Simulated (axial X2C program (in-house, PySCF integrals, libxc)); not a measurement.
# BrGe⁻: properties at the nuclei

Wanted for BrGe⁻: properties at the nuclei, at the two-component level.

Program: an in-house X2C program for linear molecules on PySCF integrals. Level of theory: two-component X2C with atomic mean-field terms, Br dyall-acv3z, Ge dyall-acv3z. These are calculated values, not measurements.

## 1. The job

task.json

```json
{
 "zs": [
  35,
  32
 ],
 "q": -1,
 "bas": [
  "dyall-acv3z",
  "dyall-acv3z"
 ],
 "r0": 2.35,
 "levels": [
  "PBE0",
  "HF",
  "LDA",
  "BHandHLYP",
  "TPSSh"
 ],
 "nst": 3
}
```

Keys: zs atomic numbers; q charge; bas basis sets; r0 starting distance in Å; levels methods (HF also brings MP2); nst determinants followed.

Run with:

```bash
$ python soeom.py task.json out
```

Nuclei are Gaussian, cores are contracted, and the Gaunt term is on.

## 2. Expectation values, lowest determinant

R = 2.527 Å. State: Ω = 1 (excess of +ω over −ω: ω = -1/2, ω = 3/2).

Output of the PBE0 run:

```text
two-component X2C + atomic mean field  PBE0
basis functions 242  fitting functions 1320  grid points 5800
iter        total energy     max residual
   1      -4703.154506983     2.14e-05
   2      -4703.154506975     2.80e-05
   3      -4703.154507014     4.47e-06
   4      -4703.154507015     2.89e-06
converged
one-electron -7025.73492435  Coulomb 2262.53302580  exact exchange -42.44030629  xc functional -130.33633175  nuclear repulsion 234.53837603  atomic mean-field constant -1.71434646
```

The highest occupied spinor is 81% Ge p, 7% Br d, 7% Br p.

```
    level  Eeff magnitude (GV/cm)  Ws magnitude Br (kHz)  A∥/gI Br (MHz)  qzz Br (a.u.)  A∥/gI Ge (MHz)  qzz Ge (a.u.)
     PBE0                   0.288                 0.0463           -42.5           3.02            -420           2.00
       HF                   0.714                 0.0237             -19           2.65            -426           2.30
      LDA                   0.144                 0.0663           -57.3           3.10            -346           1.86
BHandHLYP                     0.2                0.00751           -26.1           2.81            -342           2.26
    TPSSh                   0.258                 0.0324           -40.2           2.99            -370           2.05
```

Eeff is the effective electric field on the electron dipole moment in this Ω state and Ws the scalar–pseudoscalar constant (defined with the proton number Z and per Ω); A∥ is the parallel hyperfine constant, which follows by multiplying with the nuclear g factor gI = μI/(I μN); qzz is the electric field gradient, eQq0 = 234.96 MHz × Q/barn × qzz. The operators were transformed with the bare-nucleus X2C matrices.

## 3. Expectation values, a higher determinant

R = 2.527 Å. State: Ω = 0 (closed shell), 0.61 eV above the lowest in the PBE0 search for states (made at or near this distance, with looser thresholds).

Output of the PBE0 run:

```text
two-component X2C + atomic mean field  PBE0
basis functions 242  fitting functions 1320  grid points 5800
iter        total energy     max residual
   1      -4703.132198887     1.41e-05
   2      -4703.132198913     7.29e-06
   3      -4703.132198918     5.26e-06
   4      -4703.132198923     1.35e-06
   5      -4703.132198923     7.41e-08
converged
one-electron -7025.20035691  Coulomb 2261.97543262  exact exchange -42.42633576  xc functional -130.30496845  nuclear repulsion 234.53837603  atomic mean-field constant -1.71434646
```

The highest occupied spinor is 83% Ge p, 7% Br d, 5% Br p.

```
    level  qzz Br (a.u.)  qzz Ge (a.u.)
     PBE0           2.93           1.93
       HF           2.62           2.12
      LDA           2.98           1.85
BHandHLYP           2.80           2.11
    TPSSh           2.87           1.95
```

## 4. Expectation values, a higher determinant

R = 2.527 Å. State: Ω = 2 (excess of +ω over −ω: ω = 1/2, ω = 3/2), 0.72 eV above the lowest in the PBE0 search for states (made at or near this distance, with looser thresholds).

Output of the PBE0 run:

```text
two-component X2C + atomic mean field  PBE0
basis functions 242  fitting functions 1320  grid points 5800
iter        total energy     max residual
   1      -4703.128224683     2.10e-05
   2      -4703.128224729     1.85e-05
   3      -4703.128224746     9.39e-06
   4      -4703.128224757     4.11e-06
   5      -4703.128224759     5.73e-07
   6      -4703.128224759     2.66e-07
converged
one-electron -7025.07452451  Coulomb 2261.85107103  exact exchange -42.42578418  xc functional -130.30301667  nuclear repulsion 234.53837603  atomic mean-field constant -1.71434646
```

The highest occupied spinor is 82% Ge p, 7% Br d, 6% Br p.

```
    level  Eeff magnitude (GV/cm)  Ws magnitude Br (kHz)  A∥/gI Br (MHz)  qzz Br (a.u.)  A∥/gI Ge (MHz)  qzz Ge (a.u.)
     PBE0                   0.171                 0.0112              76           2.97             428           1.81
       HF                   0.291                 0.0201            53.6           2.64             407           2.00
      LDA                   0.157                0.00986            94.5           3.02             439           1.71
BHandHLYP                   0.217                 0.0147            66.4           2.83             438           1.98
    TPSSh                   0.144                0.00907            80.8           2.91             426           1.83
```

## 5. What came out

| quantity | value |
| --- | --- |
| lowest determinant | Ω = 1 (excess of +ω over −ω: ω = -1/2, ω = 3/2) |
| Eeff magnitude (GV/cm), PBE0 | 0.288 |
| Ws magnitude Br (kHz), PBE0 | 0.0463 |
| A∥/gI Br (MHz), PBE0 | -42.5 |
| qzz Br (a.u.), PBE0 | 3.02 |
| higher determinant | Ω = 0 (closed shell) |
| qzz Br (a.u.), PBE0, higher determinant | 2.93 |
| qzz Ge (a.u.), PBE0, higher determinant | 1.93 |
| higher determinant | Ω = 2 (excess of +ω over −ω: ω = 1/2, ω = 3/2) |
| Eeff magnitude (GV/cm), PBE0, higher determinant | 0.171 |
| Ws magnitude Br (kHz), PBE0, higher determinant | 0.0112 |
| A∥/gI Br (MHz), PBE0, higher determinant | 76 |
| qzz Br (a.u.), PBE0, higher determinant | 2.97 |

**Reading.** In the first state, the effective field runs from 0.144 to 0.714 GV/cm over the mean-field levels, so the levels don't agree on it. The expectation values come from single determinants, which for open shells can mix terms of unlike spin or miss the lowest Ω, so a determinant need not be a state. Eeff is the effective electric field on the electron dipole moment in this Ω state and Ws the scalar–pseudoscalar constant (defined with the proton number Z and per Ω); A∥ is the parallel hyperfine constant, which follows by multiplying with the nuclear g factor gI = μI/(I μN); qzz is the electric field gradient, eQq0 = 234.96 MHz × Q/barn × qzz. The operators were transformed with the bare-nucleus X2C matrices.
